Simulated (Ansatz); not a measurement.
# C₂H₁₀AlNSi: one species, many methods

An exercise on one series of results from a longer session: the logs are not shown, and one member is left open.

Method: functionals in def2-TZVPP, the program's frozen cores in correlated methods; program: Ansatz 0.2.0, Gaussian basis.

Levels to be run: LDA (SPW92), PBE-D4, revPBE-D4, BLYP-D4, r2SCAN-D4, B97M-V, PBE0-D4, B3LYP-D4, r2SCANh-D4, r2SCAN0-D4, HSE06-D4, BHLYP-D4, CAM-B3LYP-D4, LC-ωPBE, ωB97X-V, ωB97M-V, B2PLYP, PBE-QIDH; CCSD(T)/def2-SVP; CCSD(T)/def2-TZVPP; MP2/def2-QZVPP; extrapolation to the limit; RPA on PBE.

## The geometry

The geometry comes from an earlier relaxation with PBE0-D4 in a triple-zeta def2 set; it is a stationary point, not always the lowest conformer.

15 atoms, charge 0, spin multiplicity 1.

Atoms are counted from 1 here; the program's logs count them from 0.

Bond lengths: C1–Al2 1.949 Å, C1–H6 1.093 Å, C1–H7 1.095 Å, C1–H8 1.095 Å, Al2–N3 1.776 Å, Al2–H9 1.588 Å, N3–C4 1.455 Å, N3–H10 1.010 Å, C4–Si5 1.887 Å, C4–H11 1.099 Å, C4–H12 1.095 Å, Si5–H13 1.490 Å, Si5–H14 1.491 Å, Si5–H15 1.488 Å. Angles: Al2–C1–H6 112.6°, Al2–C1–H7 111.1°, Al2–C1–H8 111.0°, H6–C1–H7 107.7°, H6–C1–H8 107.6°, H7–C1–H8 106.5°, C1–Al2–N3 119.6°, C1–Al2–H9 125.0°, N3–Al2–H9 115.4°, Al2–N3–C4 128.2°, Al2–N3–H10 120.0°, C4–N3–H10 111.7°, N3–C4–Si5 111.2°, N3–C4–H11 112.1°, N3–C4–H12 109.2°, Si5–C4–H11 110.2°, Si5–C4–H12 108.3°, H11–C4–H12 105.6° and more.

Set-up of the first run:

The input, in.yaml:

```yaml
crystal:
  periodic: [false, false, false]
  atoms:
    - {symbol: C, position_ang: [-2.238783, 1.277325, 1.713054]}
    - {symbol: Al, position_ang: [-1.547854, 0.261302, 0.200520]}
    - {symbol: N, position_ang: [0.066888, -0.470723, 0.299568]}
    - {symbol: C, position_ang: [0.779801, -1.220477, -0.723447]}
    - {symbol: Si, position_ang: [2.338440, -0.309829, -1.274381]}
    - {symbol: H, position_ang: [-1.542700, 1.301883, 2.555396]}
    - {symbol: H, position_ang: [-3.182517, 0.855831, 2.073473]}
    - {symbol: H, position_ang: [-2.449800, 2.312803, 1.427073]}
    - {symbol: H, position_ang: [-2.322873, 0.020850, -1.164060]}
    - {symbol: H, position_ang: [0.626137, -0.348249, 1.131955]}
    - {symbol: H, position_ang: [1.031969, -2.236945, -0.391263]}
    - {symbol: H, position_ang: [0.129111, -1.347688, -1.595474]}
    - {symbol: H, position_ang: [3.178804, -0.022875, -0.077632]}
    - {symbol: H, position_ang: [3.146273, -1.108415, -2.239704]}
    - {symbol: H, position_ang: [1.965204, 0.984506, -1.905779]}
basis:
  gaussian: {orbitals: def2-TZVPP}
hamiltonian: {xc: lda}
output: {orbitals: {seedname: orbitals}}
```

Among the steps run: LDA; PBE-D4 (GGA); revPBE-D4 (GGA); BLYP-D4 (GGA); r2SCAN-D4 (meta-GGA); B97M-V (meta-GGA); PBE0-D4 (hybrid); B3LYP-D4 (hybrid); r2SCANh-D4 (hybrid); r2SCAN0-D4 (hybrid); HSE06-D4 (hybrid); BHLYP-D4 (hybrid); CAM-B3LYP-D4 (range-separated); LC-ωPBE (range-separated); ωB97X-V (range-separated); ωB97M-V (range-separated); B2PLYP (double hybrid); PBE-QIDH (double hybrid).

One table of the session follows, with a row left open; its other results are not shown here.

It belongs to the step «Frontier levels by functional». 

```
  functional  HOMO (eV)  gap (eV)
 LDA (SPW92)      -5.54      4.22
      PBE-D4      -5.39      4.28
   revPBE-D4      -5.32      4.33
     BLYP-D4      -5.26      4.28
   r2SCAN-D4      -5.59      4.83
      B97M-V      -5.73      4.74
     PBE0-D4      -6.58      6.24
    B3LYP-D4          ?         ?
  r2SCANh-D4      -6.04      5.54
  r2SCAN0-D4      -6.74      6.60
    HSE06-D4      -6.18      5.48
    BHLYP-D4      -7.72      8.14
CAM-B3LYP-D4      -7.94      8.52
     LC-ωPBE      -9.28     10.94
     ωB97X-V      -8.94     10.45
     ωB97M-V      -8.85     10.07
```

Estimate the missing values for B3LYP-D4.

Worked estimate for «HOMO (eV)». Against the share of exact exchange, BLYP-D4 (0, -5.26), BHLYP-D4 (0.5, -7.72) give a slope of -4.92 per unit share; at 0.2 the line stands at -6.24.

**Answer.** HOMO (eV): -6.38; gap (eV): 5.84. In «HOMO (eV)» the line misses by +0.14.
